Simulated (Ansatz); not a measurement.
Ge, space group Cmmm: an equation of state with a fit, run with Ansatz's Python interface.

Script `run_eos.py`:
```python
# -*- coding: utf-8 -*-
'''Bulk modulus of Ge from an E(V) curve.'''

import ansatz as az
from ase.eos import EquationOfState
from ase.units import GPa
import numpy as np

vectors0 = np.array([
    [1.39715, -2.60052, 0.0],
    [1.39715, 2.60052, 0.0],
    [0.0, 0.0, 2.69823],
])
sites = [
    ('Ge', (0.5, 0.5, 0.0)),
]


def make_crystal(cell):
    crystal = az.Crystal(lattice=az.Lattice.of(cell))
    for symbol, position in sites:
        crystal = crystal.atom(symbol, position)
    return crystal


def main():
    # uniform scaling of the cell
    volumes, energies, pressures = [], [], []
    for scale in np.linspace(0.88, 1.12, 7):
        cell = vectors0 * scale ** (1 / 3)
        calc = make_crystal(cell).calculation()
        calc = calc.occupations('cold').pseudopotentials('paw')
        calc = calc.functional('r2scan')
        calc = calc.basis(550)
        calc = calc.kpoints(12, 12, 11).stress()
        rep = calc.run(threads=1).report
        volumes.append(abs(np.linalg.det(cell)) / len(sites))
        energies.append(rep['free_energy_ev'] / len(sites))
        pressures.append(np.trace(rep['stress_gpa']) / 3)
        print(f'V = {volumes[-1]:8.4f} A^3/atom  F = {energies[-1]:.5f} eV/atom  P = {pressures[-1]:8.3f} GPa')

    eos = EquationOfState(volumes, energies, eos='vinet')
    v0, e0, bulk = eos.fit()
    print(f'V0 = {v0:.4f} A^3/atom, E0 = {e0:.5f} eV/atom, B = {bulk / GPa:.1f} GPa')


if __name__ == '__main__':
    main()
```

Estimate the equilibrium volume and the bulk modulus.

A third-order Birch-Murnaghan fit through the 7 points (the script's own form differs a little) has its minimum at 18.71 Å³ an atom, 4.6 % below the typed cell, with a bulk modulus of 77 GPa. From that minimum the energy rises by 32.0 meV an atom on the compressed side and 99.7 meV on the expanded side.

What the script printed:

Running `python run_eos.py` prints:
```text
V =  17.2542 A^3/atom  F = -4302.47967 eV/atom  P =    7.621 GPa
V =  18.0385 A^3/atom  F = -4302.50554 eV/atom  P =    3.082 GPa
V =  18.8228 A^3/atom  F = -4302.51148 eV/atom  P =   -0.498 GPa
V =  19.6070 A^3/atom  F = -4302.50207 eV/atom  P =   -3.224 GPa
V =  20.3913 A^3/atom  F = -4302.48086 eV/atom  P =   -5.366 GPa
V =  21.1756 A^3/atom  F = -4302.45018 eV/atom  P =   -7.104 GPa
V =  21.9599 A^3/atom  F = -4302.41192 eV/atom  P =   -8.479 GPa
V0 = 18.7112 A^3/atom, E0 = -4302.51167 eV/atom, B = 77.3 GPa
```

Caveats:
- Total energies depend on the potentials; only differences at equal settings carry meaning.
- Shape and fractional positions are held along the curve, so the bulk modulus is an upper value where they are free to relax, by a factor of two or more in layered or hydrogen-bonded cells.
- For a metal this k-point mesh is coarse: on a finer one energies can move by several to tens of meV an atom and pressures by half a GPa or more, differences at one mesh by less.
- Pressure is positive in compression.
- This isn't the structure that Ge takes at ambient conditions.
- Processor time in the engine: 41 s on 1 thread of Intel(R) Xeon(R) Processor @ 2.30GHz, with other jobs on the host, peak memory 0.64 GiB.
